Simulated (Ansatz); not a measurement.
# C2H4AlNO: the cost of one run

Method: RKS PBE0-D4/6-31G, in Ansatz 0.2.0.

## Step 1: The starting structure

Bond lengths: N1–C2 1.208 Å, C2–C3 1.288 Å, C3–O4 1.357 Å, O4–Al5 1.934 Å, N1–H6 1.100 Å, C3–H7 1.130 Å, Al5–H8 1.595 Å, Al5–H9 1.619 Å. Angles: N1–C2–C3 179.3°, C2–N1–H6 121.7°, C2–C3–O4 126.4°, C2–C3–H7 118.4°, O4–C3–H7 114.9°, C3–O4–Al5 123.2°, O4–Al5–H8 119.0°, O4–Al5–H9 120.5°, H8–Al5–H9 120.2°.

As a file:

```xyz
9

N     0.2366    1.8197   -1.3011
C     0.7299    0.7844   -0.9217
C     1.2627   -0.3207   -0.5309
O     0.7491   -1.1840    0.3810
Al   -1.0118   -0.9833    1.1553
H    -0.7586    2.1436   -0.9626
H     2.3035   -0.5727   -0.8905
H    -1.8574    0.3278    0.8249
H    -1.5655   -2.0610    2.2286
```

## Step 2: Relaxing end A

File input.yaml:

```yaml
crystal:
  periodic: [false, false, false]
  atoms:
    - { symbol: "N", position_ang: [0.2366, 1.8197, -1.3011] }
    - { symbol: C, position_ang: [0.7299, 0.7844, -0.9217] }
    - { symbol: C, position_ang: [1.2627, -0.3207, -0.5309] }
    - { symbol: O, position_ang: [0.7491, -1.184, 0.381] }
    - { symbol: Al, position_ang: [-1.0118, -0.9833, 1.1553] }
    - { symbol: H, position_ang: [-0.7586, 2.1436, -0.9626] }
    - { symbol: H, position_ang: [2.3035, -0.5727, -0.8905] }
    - { symbol: H, position_ang: [-1.8574, 0.3278, 0.8249] }
    - { symbol: H, position_ang: [-1.5655, -2.061, 2.2286] }
basis:
  gaussian: { orbitals: "6-31G" }
hamiltonian:
  xc: pbe0
  dispersion: d4
relax:
  f_tol: 0.015
  max_steps: 40
```

On the command line:

```console
ansatz run input.yaml --threads 1 --pin off --max-ram 2048MiB --backend cpu --events-out ev --progress --plain --runs-dir out
```

**Question.** How long does this run take on 1 thread of Arm Neoverse V1, shared host, and how much memory does it need?

About 87 s, with a peak of 0.15 GiB.
